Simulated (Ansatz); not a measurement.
# C₂H₅NSi: vertical ionisation energy

The task here is to estimate one member of a computed series from the others.

Computed with Ansatz 0.2.0, Gaussian basis. Level: unrestricted cation, the program's frozen cores in correlated methods.

Plan: UKS PBE-D4/def2-TZVPP; UKS r2SCAN-D4/def2-TZVPP; UKS PBE0-D4/def2-TZVPP; UKS B3LYP-D4/def2-TZVPP; UKS wB97X-V/def2-TZVPP; UKS wB97M-V/def2-TZVPP; UKS B2PLYP/def2-TZVPP; UHF-CCSD(T)/def2-TZVPP; UHF-CCSD(T)/def2-QZVPP; extrapolation to the limit; then −ε(HOMO) from the neutral's earlier runs with LDA (SPW92), PBE-D4, revPBE-D4, BLYP-D4, r2SCAN-D4, B97M-V, PBE0-D4, B3LYP-D4, r2SCANh-D4, r2SCAN0-D4, HSE06-D4, BHLYP-D4, CAM-B3LYP-D4, LC-ωPBE, ωB97X-V, ωB97M-V.

## The geometry

The geometry comes from an earlier relaxation with PBE0-D4 in a triple-zeta def2 set; it is a stationary point, not always the lowest conformer.

SMILES `C[SiH2]C#N`, 9 atoms, charge 0, spin multiplicity 1.

Atoms are counted from 1 here; the program's logs count them from 0.

Bond lengths: C1–Si2 1.859 Å, C1–H5 1.092 Å, C1–H6 1.092 Å, C1–H7 1.092 Å, Si2–C3 1.855 Å, Si2–H8 1.482 Å, Si2–H9 1.482 Å, C3–N4 1.152 Å. Angles: Si2–C1–H5 110.7°, Si2–C1–H6 110.7°, Si2–C1–H7 110.1°, H5–C1–H6 108.4°, H5–C1–H7 108.4°, H6–C1–H7 108.4°, C1–Si2–C3 108.8°, C1–Si2–H8 112.7°, C1–Si2–H9 112.7°, C3–Si2–H8 106.1°, C3–Si2–H9 106.1°, H8–Si2–H9 110.0°, Si2–C3–N4 178.8°.

The first run:

File in.yaml:

```yaml
crystal:
  periodic: [false, false, false]
  atoms:
    - {symbol: C, position_ang: [-0.671988, 0.931072, -0.497452]}
    - {symbol: Si, position_ang: [-0.146826, -0.554561, 0.488325]}
    - {symbol: C, position_ang: [1.638349, -0.910122, 0.129781]}
    - {symbol: N, position_ang: [2.747288, -1.112382, -0.107584]}
    - {symbol: H, position_ang: [-0.554071, 0.746110, -1.566809]}
    - {symbol: H, position_ang: [-0.072811, 1.803412, -0.229774]}
    - {symbol: H, position_ang: [-1.721898, 1.160394, -0.300882]}
    - {symbol: H, position_ang: [-0.893291, -1.779446, 0.117002]}
    - {symbol: H, position_ang: [-0.236353, -0.330778, 1.950292]}
basis:
  gaussian: {orbitals: def2-TZVPP}
total_charge: 1
magnetization: {spin_polarized: true, initial_magnetization: 1}
hamiltonian: {xc: pbe, dispersion: d4}
```

Command:

```
$ ansatz run in.yaml --threads 2 --pin off --events-out ev --progress --plain --max-ram 32768MiB --backend cpu
```

Among the steps run: Cation, UKS PBE-D4/def2-TZVPP; Cation, UKS r2SCAN-D4/def2-TZVPP; Cation, UKS PBE0-D4/def2-TZVPP; Cation, UKS B3LYP-D4/def2-TZVPP; Cation, UKS wB97X-V/def2-TZVPP; Cation, UKS wB97M-V/def2-TZVPP; Cation, UKS B2PLYP (frozen core)/def2-TZVPP; Cation, UHF-CCSD(T)/def2-TZVPP; Cation, UHF-CCSD(T)/def2-QZVPP.

One of the session's tables, all rows but one given; the rest of the session is left out.

Orbital estimates, from the neutral's runs:

| functional | −ε(HOMO) (eV) |
| --- | --- |
| LDA (SPW92) | 8.36 |
| PBE-D4 | ? |
| revPBE-D4 | 8.15 |
| BLYP-D4 | 8.07 |
| r2SCAN-D4 | 8.51 |
| B97M-V | 8.53 |
| PBE0-D4 | 9.53 |
| B3LYP-D4 | 9.29 |
| r2SCANh-D4 | 8.99 |
| r2SCAN0-D4 | 9.73 |
| HSE06-D4 | 9.13 |
| BHLYP-D4 | 10.73 |
| CAM-B3LYP-D4 | 10.93 |
| LC-ωPBE | 12.36 |
| ωB97X-V | 11.95 |
| ωB97M-V | 11.80 |

Q: Estimate the row for PBE-D4 from the others.

**Answer.** −ε(HOMO) (eV): 8.21. In the column «−ε(HOMO) (eV)» it lies between revPBE-D4 (8.15) and LDA (SPW92) (8.36).

To keep in mind: The cation may have settled in a state other than its lowest; no search over hole states beyond the program's own was made.
